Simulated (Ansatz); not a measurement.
# GeSb4Te4: the cost of one run

Method: DFT PBE, scalar-relativistic, plane waves, PAW, in Ansatz 0.2.0.

## Step 1: The structure to begin with

Symmetry: P-3m1, No. 164, trigonal system. Conventional cell: a = 4.334 Å, b = 4.334 Å, c = 17.367 Å, α = 90.00°, β = 90.00°, γ = 120.00°. Ge (site symmetry -3m) has 6 Te at 3.03 Å as nearest neighbours. Sb (site symmetry 3m) is surrounded by 3 Sb at 2.94 Å. Around Sb (site symmetry 3m) lie 6 Te at 3.03 to 3.21 Å. Around Te (site symmetry 3m) lie 3 Ge at 3.03 Å and 3 Sb at 3.21 Å. Te (site symmetry 3m) is surrounded by 3 Sb at 3.03 Å.

As a file:

```
Ge Sb Te
1.0
     4.33425    0.00000    0.00000
    -2.16712    3.75357    0.00000
     0.00000    0.00000   17.36732
Ge Sb Te
1 4 4
Direct
  0.00000 0.00000 0.00000
  0.33333 0.66667 0.54452
  0.66667 0.33333 0.45548
  0.66667 0.33333 0.78579
  0.33333 0.66667 0.21421
  0.33333 0.66667 0.90180
  0.66667 0.33333 0.09820
  0.00000 0.00000 0.68722
  0.00000 0.00000 0.31278
```

The structure comes from the Materials Project (structure only).

## Step 2: The base run

input.yaml

```yaml
crystal:
  lattice:
    - [4.3342494749, 0.0, 0.0]
    - [-2.1671247374, 3.7535701516, 0.0]
    - [0.0, 0.0, 17.367316]
  atoms:
    - { symbol: Ge, position: [0.0, 0.0, 0.0] }
    - { symbol: Sb, position: [0.33333333, 0.66666667, 0.54452] }
    - { symbol: Sb, position: [0.66666667, 0.33333333, 0.45548] }
    - { symbol: Sb, position: [0.66666667, 0.33333333, 0.78579] }
    - { symbol: Sb, position: [0.33333333, 0.66666667, 0.21421] }
    - { symbol: Te, position: [0.33333333, 0.66666667, 0.9018] }
    - { symbol: Te, position: [0.66666667, 0.33333333, 0.0982] }
    - { symbol: Te, position: [0.0, 0.0, 0.687221] }
    - { symbol: Te, position: [0.0, 0.0, 0.312779] }
basis:
  ecutwfc: 500
  fft_grid_basis: typed
kpoints:
  mp_grid: { grid: [9, 9, 2] }
hamiltonian:
  xc: pbe
  pseudopotentials: { kind: paw }
scf:
  occupations: { method: gaussian, width: 0.05 }
output:
  forces: true
  stress: true
  eigenvalues: true
  bader: true
  write_density: true
  volumetric_format: npy
  elf: true
```

Command:

```bash
> ansatz run input.yaml --threads 2 --pin off --max-ram 4096MiB --backend cpu --events-out ev --progress --plain --runs-dir out
```

Q: Estimate wall time and peak memory on 2 threads of AMD EPYC 9R45 (Zen 5), shared host.

About 26 s, with a peak of 1 GiB.
